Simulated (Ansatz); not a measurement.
# GaC2: the cost of one run

Method: DFT PBE, scalar-relativistic, plane waves, PAW, in Ansatz 0.2.0.

4 further runs of the same task are left out: 1 that didn't finish, 3 set aside as unsound or not needed.

### 1 The starting structure

Symmetry: P4/nmm, No. 129, tetragonal system. Conventional cell: a = 3.135 Å, b = 3.135 Å, c = 6.580 Å, α = 90.00°, β = 90.00°, γ = 90.00°. Ga (site symmetry 4mm) is surrounded by 9 C at 2.28 to 2.42 Å. C (site symmetry -4m2) has 4 C at 2.22 Å and 4 Ga at 2.42 Å as nearest neighbours. Around C (site symmetry 4mm) lie 5 Ga at 2.28 to 2.37 Å.

Structure file:

```cif
data_structure
_symmetry_space_group_name_H-M 'P4/nmm:1'
_symmetry_Int_Tables_number 129
_cell_length_a 3.1355
_cell_length_b 3.1355
_cell_length_c 6.5802
_cell_angle_alpha 90.000
_cell_angle_beta 90.000
_cell_angle_gamma 90.000
_cell_volume 64.69
loop_
_atom_site_label
_atom_site_type_symbol
_atom_site_symmetry_multiplicity
_atom_site_Wyckoff_symbol
_atom_site_fract_x
_atom_site_fract_y
_atom_site_fract_z
_atom_site_occupancy
Ga1 Ga 2 c 0.50000 0.00000 0.28000 1
C1 C 2 a 0.00000 0.00000 0.00000 1
C2 C 2 c 0.50000 0.00000 0.64000 1
```

(A quick probe on a coarse mesh, which set the mesh and smearing, is not shown.)

### 3 A loose first relaxation

input.yaml reads:

```yaml
crystal:
  lattice:
    - [3.1354782063, 0.0, 0.0]
    - [0.0, 3.1354782063, 0.0]
    - [0.0, 0.0, 6.5802069551]
  atoms:
    - { symbol: Ga, position: [0.5, 0.0, 0.28] }
    - { symbol: Ga, position: [0.0, 0.5, 0.72] }
    - { symbol: C, position: [0.0, 0.0, 0.0] }
    - { symbol: C, position: [0.5, 0.5, 0.0] }
    - { symbol: C, position: [0.5, 0.0, 0.64] }
    - { symbol: C, position: [0.0, 0.5, 0.36] }
basis:
  ecutwfc: 420
kpoints:
  mp_grid: { grid: [6, 6, 4] }
hamiltonian:
  xc: pbe
scf:
  occupations: { method: gaussian, width: 0.1 }
  lower_state_search: "off"
output:
  forces: true
  stress: true
  eigenvalues: true
relax:
  adjacent_minimum: "off"
  f_tol: 0.04
  max_steps: 70
  cell: { stress_tol: 0.4 }
```

Command:

```console
$ ansatz run input.yaml --threads 1 --pin off --max-ram 2560MiB --backend cpu --events-out ev --progress --plain --runs-dir out
```

**Question.** How long does this run take on 1 thread of Intel Xeon 6975P-C (Granite Rapids), shared host, and how much memory does it need?

About 63 s, with a peak of 0.42 GiB.
